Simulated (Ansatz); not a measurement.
# GdAlO, relaxed

Wanted: the geometry at rest of GdAlO (a borrowed structure type, volume estimated), relaxing cell and atoms, and its electronic structure there.

Computed, not measured: Ansatz 0.2.0, DFT, r2SCAN, with U = 5.51 eV and J = 0.7 eV on Gd f, collinear spin, plane waves, PAW.

### Step 1. Geometry

Symmetry: P-62m, No. 189, hexagonal system. Conventional cell: a = 7.016 Å, b = 7.016 Å, c = 3.829 Å, α = 90.00°, β = 90.00°, γ = 120.00°. Al (site symmetry m2m) has 4 O at 2.58 to 2.70 Å as nearest neighbours. O (site symmetry -62m) is surrounded by 6 Al at 2.58 Å and 3 Gd at 2.89 Å. O (site symmetry -6) has 3 Al at 2.70 Å and 6 Gd at 2.85 Å as nearest neighbours. Around Gd (site symmetry m2m) lie 5 O at 2.85 to 2.89 Å and 6 Al at 3.07 to 3.17 Å.

As a file:

```cif
data_structure
_symmetry_space_group_name_H-M 'P 1'
_symmetry_Int_Tables_number 1
_cell_length_a 7.0159
_cell_length_b 7.0159
_cell_length_c 3.8286
_cell_angle_alpha 90.000
_cell_angle_beta 90.000
_cell_angle_gamma 60.000
_cell_volume 163.21
loop_
_atom_site_label
_atom_site_type_symbol
_atom_site_fract_x
_atom_site_fract_y
_atom_site_fract_z
_atom_site_occupancy
Al1 Al 0.75400 0.24600 0.50000 1
Al2 Al 0.24600 0.00000 0.50000 1
Al3 Al 0.00000 0.75400 0.50000 1
O1 O 0.00000 0.00000 0.00000 1
O2 O 0.33330 0.33340 0.50000 1
O3 O 0.66670 0.66660 0.50000 1
Gd1 Gd 0.41250 0.58750 0.00000 1
Gd2 Gd 0.58750 0.00000 0.00000 1
Gd3 Gd 0.00000 0.41250 0.00000 1
```

The first density is read from a saved solution for the starting cell.

### Step 2. Relaxing

The input, input.yaml:

```yaml
crystal:
  lattice:
    - [3.50797272, 6.07598706, 0.0]
    - [-3.50797272, 6.07598706, 0.0]
    - [0.0, 0.0, 3.82857429]
  atoms:
    - { symbol: Al, position: [0.754, 0.246, 0.5], spin: 0.0 }
    - { symbol: Al, position: [0.246, 0.0, 0.5], spin: 0.0 }
    - { symbol: Al, position: [0.0, 0.754, 0.5], spin: 0.0 }
    - { symbol: O, position: [0.0, 0.0, 0.0], spin: 0.0 }
    - { symbol: O, position: [0.3333, 0.3334, 0.5], spin: 0.0 }
    - { symbol: O, position: [0.6667, 0.6666, 0.5], spin: 0.0 }
    - { symbol: Gd, position: [0.4125, 0.5875, 0.0], spin: 7.0 }
    - { symbol: Gd, position: [0.5875, 0.0, 0.0], spin: 7.0 }
    - { symbol: Gd, position: [0.0, 0.4125, 0.0], spin: 7.0 }
kpoints:
  mp_grid: { grid: [4, 4, 6], shift: [0, 0, 0] }
magnetization:
  spin_polarized: true
scf:
  occupations: { method: fermi_dirac }
  lower_state_search: "off"
hamiltonian:
  pseudopotentials: { kind: paw }
  xc: r2scan
  hubbard:
    projectors: atomic
    sites: [{ species: Gd, l: f, u: 5.51, j: 0.7 }]
basis:
  ecutwfc: 500
  fft_grid_basis: typed
relax:
  max_steps: 40
  cell: { p_target: 0.0 }
output:
  forces: true
  stress: true
  eigenvalues: true
  bader: true
  populations: true
  elf: true
  write_potential: true
  volumetric_format: npy
  dos:
    e_range: [-12, 8]
    de: 0.05
    projected: { site_lists: { Al: [Al], Gd: [Gd], O: [O] } }
  write_density: true
checkpoint:
  read: saved_state
```

On the command line:

```bash
$ ansatz run input.yaml --threads 2 --pin off --max-ram 4096MiB --backend cpu --events-out ev --progress --plain --runs-dir out
```

Before running it: what results should come out? Wanted: moves; energy gained; largest move; cell; volume; pressure at the end; character; Bader charges; net moment.

**Answer**, as computed:

| quantity | value |
| --- | --- |
| moves | 9 |
| energy gained | 408.6 meV/atom |
| largest move | 0.33 Å (Al) |
| space group (0.01 Å), before / after | P-62m / P-62m |
| cell | a = 7.505 Å, b = 7.506 Å, c = 3.011 Å, α = 90.00°, β = 90.00°, γ = 60.00° |
| volume | 16.33 Å³/atom (-10.0 %) |
| pressure at the end | 0.01 GPa |
| character | metal |
| density of states, mean within 0.25 eV of the Fermi level | 2.4 per eV per cell |
| Bader charges | Al +0.15, O -1.95 to -1.40, Gd +1.43 e |
| net moment | 22.36 μB per cell |
| largest moment | 7.43 μB on Gd (Bader basin) |

**Reading.** The volume shrank by 10.0 %, and the largest move of an atom is 0.33 Å apart from the change of the cell; the energy fell by 408.6 meV per atom. The shape changed more than that tells: the edges moved by +7, +7, -21 %. With 4 symmetry operations imposed, the end may be a saddle point towards distortions that break them. Bands cross the Fermi level: a metal; within 0.25 eV of the Fermi level the density of states averages 2.4 per eV per cell, mostly Gd d (50 %) and Al p (28 %). Gd loses most charge (+1.43 e on average) and O gains most (-1.58 e). The moments, up to 7.43 μB on Gd, are parallel: the net moment is 22.36 μB per cell against 23.04 μB of absolute spin density.

Keep in mind: one start, so the state may not be the lowest; the k mesh is coarse for a cell without a gap.
